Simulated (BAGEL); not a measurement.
# C6H10O (cyclohexanone), step by step

Aim: a single-point energy (HF/cc-pVDZ), then a single-point energy (NEVPT2(2,2)/cc-pVDZ) of C6H10O (cyclohexanone). 

The calculation is run with BAGEL 1.2.2.

### Step 1. Starting point

The species is C6H10O (17 atoms), meant as a singlet with charge 0. As SMILES, `O=C1CCCCC1`. The C4–H10 distance was set to 2.514 Å, away from the relaxed value. At this shape a bond of the SMILES string is far longer than usual.

Bond lengths: O1–C2 1.206 Å, C2–C3 1.510 Å, C3–C4 1.529 Å, C4–C5 1.521 Å, C5–C6 1.521 Å, C2–C7 1.510 Å, C6–C7 1.529 Å, C3–H8 1.091 Å, C3–H9 1.098 Å, C4–H11 1.096 Å, C5–H12 1.094 Å, C5–H13 1.097 Å, C6–H14 1.093 Å, C6–H15 1.096 Å, C7–H16 1.091 Å, C7–H17 1.098 Å. Some angles: O1–C2–C3 122.5°, O1–C2–C7 122.5°, C3–C2–C7 115.1°, C2–C3–C4 111.6°, C3–C4–C5 111.5°, C4–C5–C6 111.1°, C5–C6–C7 111.5°, C2–C7–C6 111.6°, C2–C3–H8 108.6°, C2–C3–H9 107.3°.

### Step 2. A single-point energy at HF/cc-pVDZ (density fitting with svp-jkfit) (run 1)

Contents of input.json:

```json
{ "bagel": [

{
  "title": "molecule",
  "basis": "cc-pvdz.json",
  "df_basis": "svp-jkfit",
  "geometry": [
    { "atom": "O", "xyz": [    -3.79708717,    -3.95702603,     4.23250653 ] },
    { "atom": "C", "xyz": [    -2.98269080,    -2.09798906,     3.19415872 ] },
    { "atom": "C", "xyz": [    -0.43611477,    -2.05344822,     1.90946620 ] },
    { "atom": "C", "xyz": [    -0.61102782,    -0.97566182,    -0.76602694 ] },
    { "atom": "C", "xyz": [    -1.93428965,     1.57597868,    -0.78919498 ] },
    { "atom": "C", "xyz": [    -4.55394138,     1.39140913,     0.37943055 ] },
    { "atom": "C", "xyz": [    -4.44091686,     0.35077474,     3.07289499 ] },
    { "atom": "H", "xyz": [     0.34732788,    -3.95967165,     1.93631921 ] },
    { "atom": "H", "xyz": [     0.80556757,    -0.83997948,     3.04585301 ] },
    { "atom": "H", "xyz": [     3.74294274,    -0.63046933,    -2.63754744 ] },
    { "atom": "H", "xyz": [    -1.66188563,    -2.30121021,    -1.96141100 ] },
    { "atom": "H", "xyz": [    -2.06813895,     2.28940698,    -2.72421784 ] },
    { "atom": "H", "xyz": [    -0.80081302,     2.95088671,     0.27126263 ] },
    { "atom": "H", "xyz": [    -5.48389451,     3.23621646,     0.38581782 ] },
    { "atom": "H", "xyz": [    -5.73241239,     0.14247023,    -0.77887708 ] },
    { "atom": "H", "xyz": [    -6.31529841,     0.04014156,     3.87187120 ] },
    { "atom": "H", "xyz": [    -3.45262790,     1.71638533,     4.28290552 ] }
  ]
},

{ "title": "hf" },

{ "title": "print", "file": "orbitals.molden", "orbitals": true }

]}
```

The basis set cc-pVDZ is read from a file made from the Basis Set Exchange's data (not shown).

The run is started by

```sh
$ BAGEL_NUM_THREADS=1 BAGEL input.json > input.out
```

What it wrote:

```text
* using 1 threads per process

  ===============================================================
  ===============================================================

  *** Geometry ***

  { "atom" : "O", "xyz" : [     -3.797087,     -3.957026,      4.232507 ] },
  { "atom" : "C", "xyz" : [     -2.982691,     -2.097989,      3.194159 ] },
  { "atom" : "C", "xyz" : [     -0.436115,     -2.053448,      1.909466 ] },
  { "atom" : "C", "xyz" : [     -0.611028,     -0.975662,     -0.766027 ] },
  { "atom" : "C", "xyz" : [     -1.934290,      1.575979,     -0.789195 ] },
  { "atom" : "C", "xyz" : [     -4.553941,      1.391409,      0.379431 ] },
  { "atom" : "C", "xyz" : [     -4.440917,      0.350775,      3.072895 ] },
  { "atom" : "H", "xyz" : [      0.347328,     -3.959672,      1.936319 ] },
  { "atom" : "H", "xyz" : [      0.805568,     -0.839979,      3.045853 ] },
  { "atom" : "H", "xyz" : [      3.742943,     -0.630469,     -2.637547 ] },
  { "atom" : "H", "xyz" : [     -1.661886,     -2.301210,     -1.961411 ] },
  { "atom" : "H", "xyz" : [     -2.068139,      2.289407,     -2.724218 ] },
  { "atom" : "H", "xyz" : [     -0.800813,      2.950887,      0.271263 ] },
  { "atom" : "H", "xyz" : [     -5.483895,      3.236216,      0.385818 ] },
  { "atom" : "H", "xyz" : [     -5.732412,      0.142470,     -0.778877 ] },
  { "atom" : "H", "xyz" : [     -6.315298,      0.040142,      3.871871 ] },
  { "atom" : "H", "xyz" : [     -3.452628,      1.716385,      4.282906 ] },

  Number of auxiliary basis functions:      707

  Since a DF basis is specified, we compute 2- and 3-index integrals:
    o Being stored without compression. Storage requirement is 0.124 GB

  Number of basis functions:      148
  Number of electrons      :       54

    * METHOD: MOLECULE                             0.82

  *** RHF ***

  === Nuclear Repulsion ===
   307.0924194461

      * DIIS with orbital gradients will be used.

  === RHF iteration (cc-pvdz.json) ===
      0       -307.36311510          0.01168098           0.29
      1       -307.59842449          0.00787468           0.28
      2       -307.70842393          0.00163484           0.28
      3       -307.71603629          0.00063984           0.28
      4       -307.71687988          0.00019669           0.28
      5       -307.71705343          0.00009025           0.28
      6       -307.71708745          0.00005166           0.28
      7       -307.71709761          0.00001353           0.28
      8       -307.71709820          0.00000489           0.29
      9       -307.71709830          0.00000207           0.28
     10       -307.71709832          0.00000065           0.29
     11       -307.71709832          0.00000034           0.28
     12       -307.71709832          0.00000015           0.29
     13       -307.71709832          0.00000008           0.29
     14       -307.71709832          0.00000004           0.29
     15       -307.71709832          0.00000002           0.28
     16       -307.71709832          0.00000001           0.29
     17       -307.71709832          0.00000000           0.29
    * SCF iteration converged.

    * Permanent dipole moment:
           (    0.933852,    -1.066079,    -0.080371) a.u.

    * METHOD: HF                                   5.72

    * METHOD: PRINT                                0.06

  ===============================================================
```

Wall time 6.9 s (1 thread of Arm Neoverse V1, shared host); peak memory 0.34 GiB.

### Step 3. A single-point energy at NEVPT2(2,2)/cc-pVDZ (density fitting with svp-jkfit) (run 2)

Contents of calc.json:

```json
{ "bagel" : [

{
  "title" : "molecule",
  "basis" : "cc-pvdz.json",
  "df_basis" : "svp-jkfit",
  "angstrom" : "false",
  "geometry" : [
    { "atom" : "O", "xyz" : [    -3.79708717,    -3.95702603,     4.23250653 ] },
    { "atom" : "C", "xyz" : [    -2.98269080,    -2.09798906,     3.19415872 ] },
    { "atom" : "C", "xyz" : [    -0.43611477,    -2.05344822,     1.90946620 ] },
    { "atom" : "C", "xyz" : [    -0.61102782,    -0.97566182,    -0.76602694 ] },
    { "atom" : "C", "xyz" : [    -1.93428965,     1.57597868,    -0.78919498 ] },
    { "atom" : "C", "xyz" : [    -4.55394138,     1.39140913,     0.37943055 ] },
    { "atom" : "C", "xyz" : [    -4.44091686,     0.35077474,     3.07289499 ] },
    { "atom" : "H", "xyz" : [     0.34732788,    -3.95967165,     1.93631921 ] },
    { "atom" : "H", "xyz" : [     0.80556757,    -0.83997948,     3.04585301 ] },
    { "atom" : "H", "xyz" : [     3.74294274,    -0.63046933,    -2.63754744 ] },
    { "atom" : "H", "xyz" : [    -1.66188563,    -2.30121021,    -1.96141100 ] },
    { "atom" : "H", "xyz" : [    -2.06813895,     2.28940698,    -2.72421784 ] },
    { "atom" : "H", "xyz" : [    -0.80081302,     2.95088671,     0.27126263 ] },
    { "atom" : "H", "xyz" : [    -5.48389451,     3.23621646,     0.38581782 ] },
    { "atom" : "H", "xyz" : [    -5.73241239,     0.14247023,    -0.77887708 ] },
    { "atom" : "H", "xyz" : [    -6.31529841,     0.04014156,     3.87187120 ] },
    { "atom" : "H", "xyz" : [    -3.45262790,     1.71638533,     4.28290552 ] }
  ]
},

{ "title" : "hf" },

{ "title" : "nevpt2", "nstate" : 1, "nact" : 2, "nclosed" : 26, "active" : [27, 28], "maxiter" : 200, "natocc" : "true", "ncore" : 7 },

{ "title" : "print", "file" : "orbitals.molden", "orbitals" : "true" }

]}
```

The basis set cc-pVDZ is read from a file made from the Basis Set Exchange's data (not shown).

The run is started by

```sh
$ BAGEL_NUM_THREADS=1 BAGEL calc.json > calc.out
```

What it wrote:

```text
* using 1 threads per process

  ===============================================================
  ===============================================================

  *** Geometry ***

  { "atom" : "O", "xyz" : [     -3.797087,     -3.957026,      4.232507 ] },
  { "atom" : "C", "xyz" : [     -2.982691,     -2.097989,      3.194159 ] },
  { "atom" : "C", "xyz" : [     -0.436115,     -2.053448,      1.909466 ] },
  { "atom" : "C", "xyz" : [     -0.611028,     -0.975662,     -0.766027 ] },
  { "atom" : "C", "xyz" : [     -1.934290,      1.575979,     -0.789195 ] },
  { "atom" : "C", "xyz" : [     -4.553941,      1.391409,      0.379431 ] },
  { "atom" : "C", "xyz" : [     -4.440917,      0.350775,      3.072895 ] },
  { "atom" : "H", "xyz" : [      0.347328,     -3.959672,      1.936319 ] },
  { "atom" : "H", "xyz" : [      0.805568,     -0.839979,      3.045853 ] },
  { "atom" : "H", "xyz" : [      3.742943,     -0.630469,     -2.637547 ] },
  { "atom" : "H", "xyz" : [     -1.661886,     -2.301210,     -1.961411 ] },
  { "atom" : "H", "xyz" : [     -2.068139,      2.289407,     -2.724218 ] },
  { "atom" : "H", "xyz" : [     -0.800813,      2.950887,      0.271263 ] },
  { "atom" : "H", "xyz" : [     -5.483895,      3.236216,      0.385818 ] },
  { "atom" : "H", "xyz" : [     -5.732412,      0.142470,     -0.778877 ] },
  { "atom" : "H", "xyz" : [     -6.315298,      0.040142,      3.871871 ] },
  { "atom" : "H", "xyz" : [     -3.452628,      1.716385,      4.282906 ] },

  Number of auxiliary basis functions:      707

  Since a DF basis is specified, we compute 2- and 3-index integrals:
    o Being stored without compression. Storage requirement is 0.124 GB

  Number of basis functions:      148
  Number of electrons      :       54

    * METHOD: MOLECULE                             0.83

  *** RHF ***

  === Nuclear Repulsion ===
   307.0924194461

      * DIIS with orbital gradients will be used.

  === RHF iteration (cc-pvdz.json) ===
      0       -307.36311510          0.01168098           0.28
      1       -307.59842449          0.00787468           0.28
      2       -307.70842393          0.00163484           0.29
      3       -307.71603629          0.00063984           0.28
      4       -307.71687988          0.00019669           0.28
      5       -307.71705343          0.00009025           0.28
      6       -307.71708745          0.00005166           0.28
      7       -307.71709761          0.00001353           0.27
      8       -307.71709820          0.00000489           0.28
      9       -307.71709830          0.00000207           0.28
     10       -307.71709832          0.00000065           0.28
     11       -307.71709832          0.00000034           0.28
     12       -307.71709832          0.00000015           0.28
     13       -307.71709832          0.00000008           0.28
     14       -307.71709832          0.00000004           0.28
     15       -307.71709832          0.00000002           0.28
     16       -307.71709832          0.00000001           0.28
     17       -307.71709832          0.00000000           0.28
    * SCF iteration converged.

    * Permanent dipole moment:
           (    0.933852,    -1.066079,    -0.080371) a.u.

    * METHOD: HF                                   5.65

    * freezing 7 orbitals
  ---------------------------
      CASSCF calculation
  ---------------------------

    ==== Active orbitals : =====
         Orbital 27
         Orbital 28
    ============================

    * nstate   :      1
    * nclosed  :     26
    * nact     :      2
    * nvirt    :    120
  === CASSCF iteration (cc-pvdz.json) ===

    * Using the second-order algorithm

      0  0      -307.76656401     3.87e-03      0.07

      1  0      -307.79949109     1.03e-03      1.55

      2  0      -307.80149653     3.49e-04      1.51

      3  0      -307.80161804     1.03e-04      1.53

      4  0      -307.80162770     2.95e-05      1.63

      5  0      -307.80162848     8.35e-06      1.60

      6  0      -307.80162854     2.36e-06      1.62

      7  0      -307.80162854     6.67e-07      1.62

      8  0      -307.80162855     1.88e-07      1.54

      9  0      -307.80162855     5.32e-08      1.44

     10  0      -307.80162855     1.50e-08      1.30

     11  0      -307.80162855     4.24e-09      1.19

    * Second-order optimization converged. *

     guess   0:   closed 1.                   open ..

  === FCI iteration ===

      0  0      -307.70164620     9.23e-02      0.00
      1  0      -307.79573963     2.32e-02      0.00
      2  0 *    -307.80162855     2.99e-16      0.00

     * ci vector, state   0, <S^2> = 0.0000
       2.     0.8776624923
       .2    -0.4792791980

  === DF-NEVPT2 calculation ===

    * 3-index integral transformation done
    * assembly done

      NEVPT2 correlation energy:   -0.9814583465      1.26

          (+0)     -0.9251510206
          (+0)'    -0.0094263876
          (+1)     -0.0134963306
          (+1)'    -0.0000000000
          (+2)     -0.0001948131
          (-1)     -0.0320716148
          (-1)'     0.0000000000
          (-2)     -0.0011181798

      NEVPT2 total energy:       -308.7830868917

    * METHOD: NEVPT2                              19.04

    * METHOD: PRINT                                0.06

  ===============================================================
```

Run time: 26 s. Hardware: 1 thread of Arm Neoverse V1, shared host; peak memory 0.34 GiB.

### Step 4. Results

| quantity | value |
| --- | --- |
| run 1, HF/cc-pVDZ: total energy | -307.71710 Eh |
| run 1, HF/cc-pVDZ: dipole moment | 3.61 D |
| run 1, HF/cc-pVDZ: HOMO energy | -8.31 eV |
| run 1, HF/cc-pVDZ: LUMO energy | 0.26 eV |
| run 1, HF/cc-pVDZ: HOMO–LUMO gap | 8.57 eV |
| run 2, NEVPT2(2,2)/cc-pVDZ: total energy | -308.78309 Eh |

What this shows: One bond (run 1, HF/cc-pVDZ) is far stretched, which a spin-restricted single reference describes badly; a broken-symmetry solution may lie lower.
